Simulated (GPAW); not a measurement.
# SiAsH4 (SMILES [SiH3][AsH]): UHCTH407/plane waves (scalar-relativistic datasets, plane-wave cutoff 500 eV)

We compute the atomisation energy of SiAsH4. 

The calculation is run with GPAW 26.7.0.

1 further run of the same task is left out (set aside as unsound or not needed).

## (1) The structure to begin with

SiAsH4 has 6 atoms, charge 0, and is taken as a doublet. SMILES: `[SiH3][AsH]`. The shape comes from GFN2-xTB, which is rough for such elements, and wasn't checked as a minimum.

Bond lengths: Si1–As2 2.299 Å, Si1–H3 1.470 Å, Si1–H4 1.466 Å, Si1–H5 1.469 Å, As2–H6 1.511 Å. Angles: Si1–As2–H6 92.3°, As2–Si1–H3 113.2°, As2–Si1–H4 109.3°, As2–Si1–H5 113.1°, H3–Si1–H4 107.2°, H3–Si1–H5 106.4°, H4–Si1–H5 107.3°.

## (2) The atomisation energy at UHCTH407/plane waves (scalar-relativistic datasets, plane-wave cutoff 500 eV)

File ash4si.xyz:

```xyz
6

Si    -0.215110    -0.269120    -0.440030
As     0.839050    -0.145200     1.599290
H     -1.572000     0.295330    -0.424530
H     -0.333630    -1.675110    -0.839610
H      0.512180     0.429820    -1.508380
H      0.769510     1.364280     1.613270
```

File ash4si_atomise.py:

```python
from ase import Atoms
from ase.io import read
from gpaw import GPAW, PW, setup_paths
from gpaw.atom.configurations import parameters
from gpaw.atom.generator import Generator

mol = read('ash4si.xyz')
mol.center(vacuum=3.0)
mol.pbc = True
mol.set_initial_magnetic_moments([1 / len(mol)] * len(mol))

for symbol in ['As', 'H', 'Si']:
    Generator(symbol, xcname='HCTH407', scalarrel=True, nofiles=True, txt=None).run(**parameters[symbol])
setup_paths.insert(0, '.')

calculator = GPAW(mode={'name': 'pw', 'ecut': 500},
                  xc='HCTH407',
                  symmetry='off',
                  maxiter=100,
                  legacy_gpaw=True,
                  occupations={'name': 'fermi-dirac', 'width': 0.0, 'fixmagmom': True},
                  txt='-')
mol.calc = calculator

xcs = ['GGA_X_SOGGA11+GGA_C_SOGGA11', 'GGA_X_OPTX+GGA_C_LYP', 'revTPSS', 'HCTH407']
e = mol.get_potential_energy()
e_mol = {'HCTH407': e}
for xc in xcs:
    e_mol[xc] = e + calculator.get_xc_difference(xc)

e_atom = {}
for symbol in sorted(set(mol.symbols)):
    atom = Atoms(symbol, cell=mol.cell, pbc=mol.pbc)
    atom.center()
    atom.calc = GPAW(mode=PW(500),
                     xc='HCTH407',
                     maxiter=150,
                     symmetry='off',
                     legacy_gpaw=True,
                     hund=True,
                     txt=f'{symbol}_atom.txt')
    e = atom.get_potential_energy()
    e_atom[symbol] = {'HCTH407': e}
    for xc in xcs:
        e_atom[symbol][xc] = e + atom.calc.get_xc_difference(xc)

atomisation = {xc: sum(e_atom[x][xc] for x in mol.symbols) - e_mol[xc] for xc in e_mol}
for xc, de in atomisation.items():
    print(f'{xc:32} {de:9.3f} eV')
```

Started as:

```bash
python ash4si_atomise.py > ash4si_atomise.log
```

Standard output:

```text
[...]
  mode: {ecut: 500,
[...]
    cutoffs:
[...]
  Cutoff energy: 500.000 eV
[...]
  Total Charge: 0.000000
[...]
Number of atoms: 6
[...]
Number of bands in calculation: 12
Number of valence electrons: 13
[...]
iter:   1 hh:mm:ss   -22.602984                   +0.9982
[...]
iter:  14 hh:mm:ss   -21.733594c  -7.97c -4.77c   +1.0000
Converged after 14 iterations.
Dipole moment: (0.015593, 0.046988, 0.026018) |e|*Ang
Total magnetic moment: (0.000000, 0.000000, 1.000000)
Local magnetic moments:
   0 Si ( 0.000000,  0.000000, -0.005561)
   1 As ( 0.000000,  0.000000,  0.353118)
   2 H  ( 0.000000,  0.000000,  0.009799)
   3 H  ( 0.000000,  0.000000, -0.000358)
   4 H  ( 0.000000,  0.000000,  0.009458)
   5 H  ( 0.000000,  0.000000, -0.008242)
Energy contributions relative to reference atoms: (reference = -69486.126267)
Kinetic:        +35.087038
Potential:      -36.095778
External:        +0.000000
XC:             -20.760651
Entropy (-ST):   +0.000000
Local:           +0.035798
SIC:             +0.000000
--------------------------
Free energy:    -21.733594
Extrapolated:   -21.733594
Spin contamination: 0.047821 electrons
                   Up                     Down
 Band  Eigenvalues  Occupancy  Eigenvalues  Occupancy
    0    -15.66667    1.00000    -14.95770    1.00000
    1    -12.34766    1.00000    -12.19544    1.00000
    2     -8.53255    1.00000     -8.37947    1.00000
    3     -8.16435    1.00000     -8.03448    1.00000
    4     -7.60410    1.00000     -7.45828    1.00000
    5     -6.45415    1.00000     -6.10852    1.00000
    6     -5.27760    1.00000     -3.87372    0.00000
    7     -0.61901    0.00000     -0.71012    0.00000
    8     -0.01109    0.00000      0.08209    0.00000
    9      0.32400    0.00000      0.28659    0.00000
   10      0.61393    0.00000      0.61139    0.00000
   11      0.77550    0.00000      0.76849    0.00000
Fermi levels: -0.66456, -4.57566
HCTH407                             14.759 eV
GGA_X_SOGGA11+GGA_C_SOGGA11         16.009 eV
GGA_X_OPTX+GGA_C_LYP                15.101 eV
revTPSS                             16.178 eV
```

Run time: 1.9 min. Hardware: 1 thread of Arm Neoverse N1, shared host; peak memory 0.63 GiB.

## (3) What came out

At UHCTH407/plane waves (scalar-relativistic datasets, plane-wave cutoff 500 eV):

```
                                              quantity        value
energy as printed (from the program's reference atoms)  -21.7336 eV
                                         dipole moment       0.27 D
                   HOMO energy (from the vacuum level)     -6.01 eV
                   LUMO energy (from the vacuum level)     -4.60 eV
                    atomisation energy (program's own)     14.76 eV
```
